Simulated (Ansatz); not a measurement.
# Cu3Pt: stress in a strained cell, part 2 of 2

Cu3Pt is deformed so: zz strain of -1 %. What stress and forces result, by LAPW, PAW and all-electron datasets made for the crystal?

Ansatz 0.2.0; DFT LDA; a database cell (COD). «Crystal datasets» are all-electron PAW datasets made for this crystal. The steps go on from the part before.

## Step 4: Frozen-core PAW

The input, input.yaml:

```yaml
crystal:
  lattice:
    - [3.71, 0.0, 0.0]
    - [0.0, 3.71, 0.0]
    - [0.0, 0.0, 3.6729]
  atoms:
    - { symbol: Cu, position: [0.0, 0.5, 0.5] }
    - { symbol: Cu, position: [0.5, 0.0, 0.5] }
    - { symbol: Cu, position: [0.5, 0.5, 0.0] }
    - { symbol: Pt, position: [0.0, 0.0, 0.0] }
kpoints:
  mp_grid: { grid: [9, 9, 9] }
scf:
  occupations: { method: fermi_dirac, width: 0.05 }
hamiltonian:
  xc: lda
  pseudopotentials: { kind: paw }
output:
  forces: true
  stress: true
  eigenvalues: true
  efg: { contact_densities: true }
  write_density: true
  write_potential: true
  elf: true
  volumetric_format: npy
```

Command:

```console
$ ansatz run input.yaml --threads 1 --pin off --max-ram 4096MiB --backend cpu --events-out ev --progress --plain --runs-dir out
```

What it wrote:

```text
Pt: output.efg is read without spin–orbit coupling, which moves field gradients at and beside such atoms by some per cent and up to a factor of two; PAW files take it under magnetization.noncollinear and magnetization.spin_orbit
Engine: ansatz 0.2.0
Pseudopotentials: kind: paw
Pseudopotential: Cu, paw, valence charge 19, recommended cutoff 420 eV (normal)
Pseudopotential: Pt, paw, valence charge 18, recommended cutoff 420 eV (normal)
Functional definition: SPW92
  exchange = slater_x
  correlation = pw_c
Crystal: 4 atoms, lattice volume = 50.554 Å³
Basis set: ecut = 420 eV, 997 PW (Γ)
Bands: 45, of which v1, the nominal top of the filled ones, is band 38 counted from 1 (37 counted from 0)
Symmetry: 16 space group operations
Space group: P4/mmm (ITA 123), of the structure as read, at distance tolerance 3.7e-5 Å
k-points: 75 of 729
Non-local potential: Cu, projectors of the file, l = 0: 3, l = 1: 2, l = 2: 3, l = 3: 1
Non-local potential: Pt, projectors of the file, l = 0: 3, l = 1: 2, l = 2: 2, l = 3: 1
PAW form: soft (Blöchl's): semilocal exchange-correlation on the pseudo side does not see the compensation charge
PAW frozen core: Cu, regenerated for the run's functional, and the local potential with it (the file was generated under x = pbe(κ = 0.804, μ = 0.2195149727645171), c = pbe(β = 0.06672455060314922))
PAW frozen core: Pt, regenerated for the run's functional, and the local potential with it (the file was generated under x = pbe(κ = 0.804, μ = 0.2195149727645171), c = pbe(β = 0.06672455060314922))
PAW one-centre angular grid: Cu, 590 points (default); XC on 64 Gauss nodes
PAW one-centre angular grid: Pt, 590 points (default); XC on 64 Gauss nodes
Initial density: superposition of atomic densities (neutral atoms: chi_scale 0, normalization atom), corrected by the library's trained network
Initial wavefunctions: pseudopotential atomic-orbital guess
Functional: x = slater, c = lda
SCF iter   1: F=—  HF=-31912.588322 eV  |F-HF|=—  |Δ(HF+E_count)|=         —  Δρ=2.05e-2  dr2=9.68e-2  ethr=1.77e-3  ⟨swp⟩=5.9  Hψ=11351  notcnv=0  defer=10
preconditioner: auto → Kerker (q_TF=auto, 2.914 Å⁻¹)  [metal: Δε(μ)=0.022 eV  Ē_g=9.726 eV  σ=0.050 eV  W_gap=0.11  n_scr=18 (ndim 8)  ℏωp=34.2 eV  f_vac=0.000  D(μ)=2.02/eV (n_scr^D=18)]
SCF iter   2: F=—  HF=-31912.566149 eV  |F-HF|=—  |Δ(HF+E_count)|=   2.22e-2  Δρ=3.09e-3  dr2=3.51e-3  ethr=1.29e-4  ⟨swp⟩=2.0  Hψ=5850  notcnv=0  defer=140
SCF iter   3: F=—  HF=-31912.565215 eV  |F-HF|=—  |Δ(HF+E_count)|=   9.34e-4  Δρ=2.39e-3  dr2=1.50e-3  ethr=4.68e-6  ⟨swp⟩=2.4  Hψ=4360  notcnv=0  defer=140
SCF iter   4: F=—  HF=-31912.564804 eV  |F-HF|=—  |Δ(HF+E_count)|=   4.11e-4  Δρ=9.38e-4  dr2=2.98e-4  ethr=2.00e-6  ⟨swp⟩=1.0  Hψ=3235  notcnv=0  defer=140
SCF iter   5: F=—  HF=-31912.564738 eV  |F-HF|=—  |Δ(HF+E_count)|=   6.62e-5  Δρ=2.16e-4  dr2=3.71e-5  ethr=3.97e-7  ⟨swp⟩=1.6  Hψ=3380  notcnv=0  defer=140
SCF iter   6: F=—  HF=-31912.564732 eV  |F-HF|=—  |Δ(HF+E_count)|=   5.79e-6  Δρ=4.82e-5  dr2=1.86e-6  ethr=4.95e-8  ⟨swp⟩=1.7  Hψ=3558  notcnv=0  defer=140
SCF iter   7: F=—  HF=-31912.564732 eV  |F-HF|=—  |Δ(HF+E_count)|=   3.14e-7  Δρ=3.28e-5  dr2=4.19e-7  ethr=2.48e-9  ⟨swp⟩=2.1  Hψ=4669  notcnv=0  defer=140
SCF iter   8: F=-31912.564731 eV  HF=-31912.564731 eV  |F-HF|=3.09e-8  |Δ(HF+E_count)|=   9.70e-8  Δρ=8.74e-6  dr2=4.44e-8  ethr=1.33e-10  ⟨swp⟩=11.3  Hψ=22753  notcnv=0
SCF 1 converged in 8 iterations: F = -31912.564731 eV  dr2 = 4.44e-8
SCF converged after 8 iterations
Free energy (F): -31912.564731 eV
Harris-Foulkes:  -31912.564731 eV  (|F-HF|=3.09e-8)
Internal energy: -31912.549662 eV  (E = F + TS)
E sigma→0 (E₀):  -31912.557197 eV
Entropy (-TS):   -0.015070 eV (-3.767 meV/atom)
Fermi energy:    17.967510 eV
--- Per-component energies (eV) ---
  E_band       = -1194.716409
  E_kinetic    = 1540.598224
  E_local      = -13781.745015  (includes V_loc(G=0)·N_el)
  E_nonlocal   = 1392.511833
  E_hartree    = 5979.533179
  E_xc         = -527.908205
  E_vxc        = -649.687160  (∫ρ·V_xc dr)
  E_paw        = -13959.803951  (= ΣΔE_a)
  E_vpaw       = -1655.467638  (= ΣTr[D̂ρ^β])
  E_aug_tail   = 0.000802  (compensation charges beyond the density's cutoff)
  E_ewald      = -12557.549380
  E_core_change = 1.812850  (= ΣΔE_core)
  E_smearing   = -0.015070  (= −TS)
  E_closure    = -0.000000  (closes the sum)
  Σ components = -31912.564731   (vs F -31912.564731, Δ=0.00e0)
--- Forces (eV/Å), atoms counted from 1 ---
  atom   1  Cu    -0.00000000    -0.00000000     0.00000000
  atom   2  Cu     0.00000000     0.00000000     0.00000000
  atom   3  Cu    -0.00000000    -0.00000000     0.00000000
  atom   4  Pt     0.00000000     0.00000000     0.00000000
  max |Σ_I F_I| component: 1.26e-29 eV/Å
--- Stress (GPa, compression-positive) ---
      -10.693339       0.000000       0.000000
        0.000000     -10.693339       0.000000
        0.000000       0.000000     -10.097562
  P = ⅓ Tr σ = -10.4947 GPa (-104.947 kbar)
--- PAW observables at the nuclei: V_zz in 10²¹ V/m², potentials from the cell's mean, atoms counted from 1 ---
  atom   1  Cu V_zz =    +2.580590   η = 0.0282   by run symmetry: allowed
            electrostatic potential = -3764.980338 V   contact ρ = 146777.683430 e/Å³
  atom   2  Cu V_zz =    +2.580590   η = 0.0282   by run symmetry: allowed
            electrostatic potential = -3764.980338 V   contact ρ = 146777.683430 e/Å³
  atom   3  Cu V_zz =    +2.534736   η = 0.0000   by run symmetry: allowed
            electrostatic potential = -3764.966782 V   contact ρ = 146777.416183 e/Å³
  atom   4  Pt V_zz =    -0.016525   η = 0.0000   by run symmetry: allowed
            electrostatic potential = -16120.761961 V   contact ρ = 12038603.272543 e/Å³
--- Band table (eV; the first three rows and the last of 75) ---
  k-point 0: bands = ["-93.3711", "-93.3588", "-93.3548", "-80.0713", "-51.2170", "-51.2123", "-51.2123", "-51.1765", "-51.1765", "-51.1738", "-51.1579", "-51.1540", "-51.1540", "-34.1968", "-34.1968", "-34.1950", "8.6331", "12.4669", "12.4694", "13.3286", "13.3310", "13.3310", "13.5596", "15.2277", "15.2277", "15.2845", "16.1418", "16.1878", "16.6348", "16.7554", "16.7721", "16.7721", "17.3068", "17.3212", "17.8386", "17.8887", "17.8887", "19.7367", "19.7367", "19.9410", "25.1570", "26.7559", "26.9164", "29.5173", "29.5173"]
  k-point 1: bands = ["-93.3708", "-93.3590", "-93.3548", "-80.0713", "-51.2153", "-51.2112", "-51.2112", "-51.1770", "-51.1770", "-51.1739", "-51.1597", "-51.1546", "-51.1546", "-34.1968", "-34.1968", "-34.1962", "8.7912", "12.5429", "12.5430", "13.3748", "13.3845", "13.3845", "13.6020", "15.2322", "15.2671", "15.2671", "16.1453", "16.1570", "16.5955", "16.6039", "16.6039", "16.7555", "17.2209", "17.2517", "17.5181", "17.5181", "17.8323", "19.1998", "20.3135", "20.3135", "25.4591", "26.5933", "27.6576", "29.5072", "29.5072"]
  k-point 2: bands = ["-93.3701", "-93.3597", "-93.3548", "-80.0713", "-51.2105", "-51.2079", "-51.2079", "-51.1788", "-51.1788", "-51.1740", "-51.1647", "-51.1560", "-51.1560", "-34.1990", "-34.1968", "-34.1968", "9.2539", "12.6866", "12.7518", "13.5056", "13.5445", "13.5445", "13.7334", "15.0854", "15.3848", "15.3848", "16.0252", "16.1125", "16.1125", "16.1965", "16.4732", "16.7558", "16.8796", "17.0031", "17.0031", "17.1151", "17.8168", "17.8705", "21.4592", "21.4592", "25.7483", "26.1995", "28.8616", "28.8616", "29.3117"]
  k-point 74: bands = ["-93.3685", "-93.3581", "-93.3579", "-80.0711", "-51.2328", "-51.2067", "-51.2066", "-51.1987", "-51.1649", "-51.1593", "-51.1578", "-51.1576", "-51.1532", "-34.2024", "-34.2024", "-34.2017", "12.3473", "12.4119", "12.4177", "13.0745", "14.8913", "14.9698", "15.1637", "15.2225", "15.2571", "15.2727", "15.3075", "15.3425", "16.3689", "16.3764", "16.4002", "16.6426", "16.9975", "17.0354", "17.0596", "17.2132", "17.2141", "18.0194", "18.2003", "18.2022", "22.0650", "23.4745", "23.5204", "23.9384", "36.3540"]
```

Wall time 14 s (1 thread of Arm Neoverse V2, shared host); peak memory 0.47 GiB.

This run gives: pressure -10.49 GPa; no gap; Vzz Cu1 2.58 (η = 0.03), Cu3 2.53 (η = 0.00), Pt4 -0.02 (η = 0.00) (10²¹ V/m²).

Density in a lattice plane of the grid's cell (edges 3.71 and 3.67 Å, at 0.000 of the third edge), which holds Cu and Pt.

Values in e/Å³, 12 rows by 12 columns:
```
 9.94  7.84  3.68  1.00  0.34  0.19  0.15  0.19  0.34  1.00  3.68  7.84
 5.06  3.74  1.62  0.60  0.31  0.24  0.24  0.24  0.31  0.60  1.62  3.74
 1.34  1.03  0.60  0.39  0.36  0.47  0.58  0.47  0.36  0.39  0.60  1.03
 0.38  0.35  0.31  0.36  0.82  2.62  4.37  2.62  0.82  0.36  0.31  0.35
 0.17  0.20  0.24  0.46  2.55 13.36 27.03 13.36  2.55  0.46  0.24  0.20
 0.10  0.15  0.24  0.56  4.20 26.65 58.09 26.65  4.20  0.56  0.24  0.15
 0.17  0.20  0.24  0.46  2.55 13.36 27.03 13.36  2.55  0.46  0.24  0.20
 0.38  0.35  0.31  0.36  0.82  2.62  4.37  2.62  0.82  0.36  0.31  0.35
 1.34  1.03  0.60  0.39  0.36  0.47  0.58  0.47  0.36  0.39  0.60  1.03
 5.06  3.74  1.62  0.60  0.31  0.24  0.24  0.24  0.31  0.60  1.62  3.74
 9.94  7.84  3.68  1.00  0.34  0.19  0.15  0.19  0.34  1.00  3.68  7.84
12.03  9.89  4.95  1.28  0.37  0.17  0.10  0.17  0.37  1.28  4.95  9.89
```
Columns run along the first of these edges and rows up along the second, over one cell in 12 and 12 even steps from the bottom left corner. Atoms in the plane (fractional): Cu at (0.50, 0.50), Pt at (0.00, 0.00).

ELF in the same plane.

Values, 12 rows by 12 columns:
```
0.68 0.66 0.56 0.35 0.26 0.22 0.20 0.22 0.26 0.35 0.56 0.66
0.61 0.56 0.42 0.31 0.26 0.20 0.18 0.20 0.26 0.31 0.42 0.56
0.40 0.36 0.31 0.28 0.20 0.16 0.16 0.16 0.20 0.28 0.31 0.36
0.26 0.26 0.26 0.20 0.17 0.22 0.27 0.22 0.17 0.20 0.26 0.26
0.22 0.22 0.20 0.16 0.22 0.46 0.67 0.46 0.22 0.16 0.20 0.22
0.19 0.20 0.18 0.16 0.27 0.67 0.90 0.67 0.27 0.16 0.18 0.20
0.22 0.22 0.20 0.16 0.22 0.46 0.67 0.46 0.22 0.16 0.20 0.22
0.26 0.26 0.26 0.20 0.17 0.22 0.27 0.22 0.17 0.20 0.26 0.26
0.40 0.36 0.31 0.28 0.20 0.16 0.16 0.16 0.20 0.28 0.31 0.36
0.61 0.56 0.42 0.31 0.26 0.20 0.18 0.20 0.26 0.31 0.42 0.56
0.68 0.66 0.56 0.35 0.26 0.22 0.20 0.22 0.26 0.35 0.56 0.66
0.67 0.68 0.61 0.39 0.26 0.22 0.19 0.22 0.26 0.39 0.61 0.68
```
Columns run along the first of these edges and rows up along the second, over one cell in 12 and 12 even steps from the bottom left corner. Atoms in the plane (fractional): Cu at (0.50, 0.50), Pt at (0.00, 0.00).

Both are smooth fields of the valence electrons: close to the nuclei they are not physical.

## Step 5: Datasets made for this crystal

Changes to input.yaml since step 4:

```diff
@@ -16,3 +16,3 @@
   xc: lda
-  pseudopotentials: { kind: paw }
+  pseudopotentials: { kind: all_electron, datasets: crystal }
 output:
@@ -22,5 +22 @@
   efg: { contact_densities: true }
-  write_density: true
-  write_potential: true
-  elf: true
-  volumetric_format: npy
```

Command:

```console
$ ansatz run input.yaml --threads 1 --pin off --max-ram 4096MiB --backend cpu --events-out ev --progress --plain --runs-dir out
```

What it wrote:

```text
hamiltonian.pseudopotentials.datasets: crystal makes datasets for this crystal and solves the spheres of its atoms anew in each pass: cutoff 300.0 eV, the density's 1200.0 eV; for an error of 0.50 meV an atom under PBE, 2.0 meV for the cell; an energy difference from a run of another recipe may be off by several times the error for the cell, under r2SCAN by more, where some 0.1 meV an atom stays at smaller errors; Cu in spheres of 1.281 Å, 11 of its electrons in bands, 8 on its site; Pt in spheres of 1.323 Å, 10 of its electrons in bands, 8 on its site; only band paths and densities of states list, in semicore columns, the levels of the semicore shells that are solved separately: 3s of Cu, 3p of Cu, 5s of Pt, 5p of Pt
Pt: output.efg is read without spin–orbit coupling, which moves field gradients at and beside such atoms by some per cent and up to a factor of two; PAW files take it under magnetization.noncollinear and magnetization.spin_orbit
[... 2 set-up lines as earlier in the session ...]
Pseudopotential: Cu, paw, valence charge 19, recommended cutoff 300 eV (normal), Koelling and Harmon's equation, gaussian nucleus
Pseudopotential: Pt, paw, valence charge 18, recommended cutoff 300 eV (normal), Koelling and Harmon's equation, gaussian nucleus
[... 3 set-up lines as earlier in the session ...]
Crystal: 4 atoms, lattice volume = 50.554 Å³
Basis set: ecut = 300 eV, 611 PW (Γ)
Bands: 26, of which v1, the nominal top of the filled ones, is band 22 counted from 1 (21 counted from 0)
[... 2 set-up lines as earlier in the session ...]
k-points: 75 of 729
Non-local potential: Cu, projectors of the file, l = 0: 1, l = 1: 1, l = 2: 2
Non-local potential: Pt, projectors of the file, l = 0: 1, l = 1: 1, l = 2: 2
[... 1 set-up line as earlier in the session ...]
PAW one-centre angular grid: Cu, 590 points (default); XC on its mesh's 1903 points in the sphere
PAW one-centre angular grid: Pt, 590 points (default); XC on its mesh's 1803 points in the sphere
Initial density: superposition of atomic densities (neutral atoms: chi_scale 0, normalization atom)
[... 2 set-up lines as earlier in the session ...]
iter 1 solved again at ethr=3.42e-2 eV; its pass at ethr=1.00e-1 eV (dr2=1.47e1 eV) is discarded
SCF iter   1: F=—  HF=-635578.574997 eV  |F-HF|=—  |Δ(HF+E_count)|=         —  Δρ=1.89e-1  dr2=1.50e1  ethr=3.42e-2  ⟨swp⟩=2.0  Hψ=9955  notcnv=0
preconditioner: auto → Kerker (q_TF=auto, 2.656 Å⁻¹)  [metal: Δε(μ)=0.010 eV  Ē_g=6.662 eV  σ=0.050 eV  W_gap=0.05  n_scr=18 (ndim 8)  ℏωp=34.2 eV  f_vac=0.000  D(μ)=4.17/eV (n_scr^D=56)]
SCF iter   2: F=—  HF=-635578.529114 eV  |F-HF|=—  |Δ(HF+E_count)|=   4.59e-2  Δρ=1.10e-1  dr2=8.16e0  ethr=3.42e-2  ⟨swp⟩=3.0  Hψ=5473  notcnv=0
SCF iter   3: F=—  HF=-635575.112337 eV  |F-HF|=—  |Δ(HF+E_count)|=    3.42e0  Δρ=5.69e-2  dr2=1.43e0  ethr=1.90e-2  ⟨swp⟩=3.0  Hψ=5006  notcnv=0  defer=1
SCF iter   4: F=—  HF=-635574.639579 eV  |F-HF|=—  |Δ(HF+E_count)|=   4.73e-1  Δρ=1.71e-2  dr2=1.94e-1  ethr=3.32e-3  ⟨swp⟩=2.5  Hψ=3948  notcnv=0  defer=1
iter 5 solved again at ethr=1.00e-5 eV; its pass at ethr=4.52e-4 eV (dr2=4.32e-3 eV) is discarded
SCF iter   5: F=—  HF=-635574.679062 eV  |F-HF|=—  |Δ(HF+E_count)|=   3.95e-2  Δρ=3.19e-3  dr2=4.37e-3  ethr=1.00e-5  ⟨swp⟩=2.4  Hψ=8538  notcnv=0  defer=1
SCF iter   6: F=—  HF=-635574.692473 eV  |F-HF|=—  |Δ(HF+E_count)|=   1.34e-2  Δρ=7.72e-3  dr2=2.84e-2  ethr=1.00e-5  ⟨swp⟩=3.9  Hψ=5605  notcnv=0  recentre
SCF iter   7: F=—  HF=-635574.699626 eV  |F-HF|=—  |Δ(HF+E_count)|=   7.15e-3  Δρ=8.12e-3  dr2=3.64e-2  ethr=1.00e-5  ⟨swp⟩=3.8  Hψ=5623  notcnv=0
SCF iter   8: F=—  HF=-635574.690542 eV  |F-HF|=—  |Δ(HF+E_count)|=   9.08e-3  Δρ=1.58e-3  dr2=1.08e-3  ethr=1.00e-5  ⟨swp⟩=3.2  Hψ=5535  notcnv=0  defer=1
SCF iter   9: F=—  HF=-635574.693720 eV  |F-HF|=—  |Δ(HF+E_count)|=   3.18e-3  Δρ=4.95e-4  dr2=1.86e-4  ethr=2.51e-6  ⟨swp⟩=2.7  Hψ=4224  notcnv=0  defer=3
SCF iter  10: F=—  HF=-635574.693726 eV  |F-HF|=—  |Δ(HF+E_count)|=   5.03e-6  Δρ=3.52e-4  dr2=7.62e-5  ethr=4.33e-7  ⟨swp⟩=2.0  Hψ=3588  notcnv=0  defer=2
SCF iter  11: F=—  HF=-635574.693711 eV  |F-HF|=—  |Δ(HF+E_count)|=   1.42e-5  Δρ=4.03e-5  dr2=1.05e-6  ethr=1.77e-7  ⟨swp⟩=2.9  Hψ=3699  notcnv=0  defer=2
SCF iter  12: F=—  HF=-635574.693711 eV  |F-HF|=—  |Δ(HF+E_count)|=   2.19e-7  Δρ=1.42e-5  dr2=1.26e-7  ethr=2.45e-9  ⟨swp⟩=3.0  Hψ=5038  notcnv=0  defer=2
SCF iter  13: F=-635574.693711 eV  HF=-635574.693711 eV  |F-HF|=2.44e-9  |Δ(HF+E_count)|=   1.71e-8  Δρ=3.13e-6  dr2=5.06e-9  ethr=2.93e-10  ⟨swp⟩=3.0  Hψ=3793  notcnv=0  defer=2
SCF 1 converged in 13 iterations: F = -635574.693717 eV  dr2 = 5.06e-9
  Residual-converged pass: ⟨swp⟩=3.0  Hψ=4850  notcnv=0  max |occ|·‖R‖ = 6.6e-6 eV (tolerance 6.7e-6 eV)  dr2=4.76e-9  dr2_onsite=1.09e-9  max |Δocc| = 4.3e-11
SCF converged after 13 iterations
Free energy (F): -635574.693717 eV
Harris-Foulkes:  -635574.693717 eV  (|F-HF|=2.44e-9)
Internal energy: -635574.678646 eV  (E = F + TS)
E sigma→0 (E₀):  -635574.686181 eV
Entropy (-TS):   -0.015071 eV (-3.768 meV/atom)
Past the cutoff: the bands carry plane waves up to 1.75 times it, of which those up to 1.5 times it add -0.000500 eV an atom, each by itself; the spheres take 0.000333 eV an atom off the energy for waves past 1.75 times it
By the cutoff:   a pressure is off by up to 0.010 GPa (1.2 times the spheres' own share and the shells' term, over an atom's volume, and 0.004 GPa: a bound that held against runs at twice the plane waves)
Past the cutoffs: a stress includes 0.0019 GPa for waves and charges beyond them, in addition to the slope of what the spheres take
In the spheres:  the bands' charges fall short by 4.7e-7 e at most (sound up to 1e-3), those of shells solved beside the bands by 6.0e-7 e (sound up to 5e-4)
Fermi energy:    19.497128 eV
--- Per-component energies (eV) ---
  The terms above E_closure are by the made datasets' own strengths, without shells solved beside the bands.
--- Forces (eV/Å), atoms counted from 1 ---
  atom   1  Cu    -0.00000000     0.00000000     0.00000000
  atom   2  Cu     0.00000000    -0.00000000     0.00000000
  atom   3  Cu    -0.00000000     0.00000000     0.00000000
  atom   4  Pt    -0.00000000    -0.00000000     0.00000000
  max |Σ_I F_I| component: 1.01e-28 eV/Å
--- Stress (GPa, compression-positive) ---
      -10.716476       0.000000       0.000000
        0.000000     -10.716476       0.000000
        0.000000       0.000000     -10.121376
  P = ⅓ Tr σ = -10.5181 GPa (-105.181 kbar)
  It holds what live shells' own plane waves past their cutoff add
--- PAW observables at the nuclei: V_zz in 10²¹ V/m², potentials from the cell's mean, atoms counted from 1 ---
  atom   1  Cu V_zz =    +2.578893   η = 0.0322   by run symmetry: allowed
            electrostatic potential = -3761.936466 V   contact ρ = 146846.906540 e/Å³
  atom   2  Cu V_zz =    +2.578893   η = 0.0322   by run symmetry: allowed
            electrostatic potential = -3761.936466 V   contact ρ = 146846.906540 e/Å³
  atom   3  Cu V_zz =    +2.542064   η = 0.0000   by run symmetry: allowed
            electrostatic potential = -3761.922125 V   contact ρ = 146846.640560 e/Å³
  atom   4  Pt V_zz =    -0.008592   η = 0.0000   by run symmetry: allowed
            electrostatic potential = -16114.334750 V   contact ρ = 12031242.321907 e/Å³
--- Band table (eV; the first three rows and the last of 75) ---
  k-point 0: bands = ["10.1678", "13.9950", "13.9974", "14.8575", "14.8599", "14.8599", "15.0886", "16.7583", "16.7583", "16.8149", "17.6715", "17.7176", "18.1631", "18.2847", "18.3016", "18.3016", "18.8364", "18.8507", "19.3692", "19.4192", "19.4192", "21.2664", "21.2664", "21.4706", "26.6846"]
  k-point 1: bands = ["10.3258", "14.0711", "14.0712", "14.9037", "14.9135", "14.9135", "15.1310", "16.7626", "16.7977", "16.7977", "17.6750", "17.6867", "18.1238", "18.1335", "18.1335", "18.2848", "18.7504", "18.7813", "19.0484", "19.0484", "19.3628", "20.7294", "21.8433", "21.8433", "26.9875"]
  k-point 2: bands = ["10.7880", "14.2152", "14.2801", "15.0345", "15.0738", "15.0738", "15.2626", "16.6155", "16.9152", "16.9152", "17.5548", "17.6424", "17.6424", "17.7261", "18.0015", "18.2851", "18.4090", "18.5331", "18.5331", "18.6444", "19.3472", "19.4004", "22.9892", "22.9892", "27.2771"]
  k-point 74: bands = ["13.8771", "13.9417", "13.9475", "14.6023", "16.4221", "16.5006", "16.6942", "16.7530", "16.7877", "16.8023", "16.8371", "16.8721", "17.8984", "17.9060", "17.9313", "18.1717", "18.5277", "18.5655", "18.5896", "18.7433", "18.7441", "19.5502", "19.7304", "19.7324", "23.5911"]
```

Wall time 33 s (1 thread of Arm Neoverse V2, shared host); peak memory 0.87 GiB.

Result: pressure -10.52 GPa; no gap; Vzz Cu1 2.58 (η = 0.03), Cu3 2.54 (η = 0.00), Pt4 -0.01 (η = 0.00) (10²¹ V/m²).

## Step 6: Side by side

Stress (GPa, compression positive):

| method | xx | yy | zz | yz | xz | xy |
| --- | --- | --- | --- | --- | --- | --- |
| LAPW | -10.71 | -10.71 | -10.12 | 0.00 | 0.00 | 0.00 |
| PAW | -10.69 | -10.69 | -10.10 | 0.00 | 0.00 | 0.00 |
| crystal datasets | -10.72 | -10.72 | -10.12 | 0.00 | 0.00 | 0.00 |

| method | pressure (GPa) | Vzz Cu1 (10²¹ V/m²) | Vzz Cu3 (10²¹ V/m²) | Vzz Pt4 (10²¹ V/m²) | SCF cycles, by the record's count |
| --- | --- | --- | --- | --- | --- |
| LAPW | -10.52 | – | – | – | 14 |
| PAW | -10.49 | 2.58 | 2.53 | -0.02 | 8 |
| crystal datasets | -10.52 | 2.58 | 2.54 | -0.01 | 13 |

## Step 7: Summary of results

The summary covers parts 1 to 2.

| quantity | value |
| --- | --- |
| pressure | LAPW -10.52, PAW -10.49, crystal datasets -10.52 GPa |
| largest shear or deviatoric stress (LAPW) | 0.40 GPa |

In words: The largest part of the stress beyond the pressure is 0.40 GPa in size, in the zz component; the atoms are carried along and not relaxed. No run of the undeformed cell stands beside it, so pressure and stress hold what the given cell had before the change, as far as its symmetry allows. PAW: stress within 0.03 GPa of LAPW. Crystal datasets: stress within 0.01 GPa of LAPW. Spin-orbit coupling is left out, though the cell holds Pt; in elements this heavy it can shift bands and gaps by tenths of an eV.
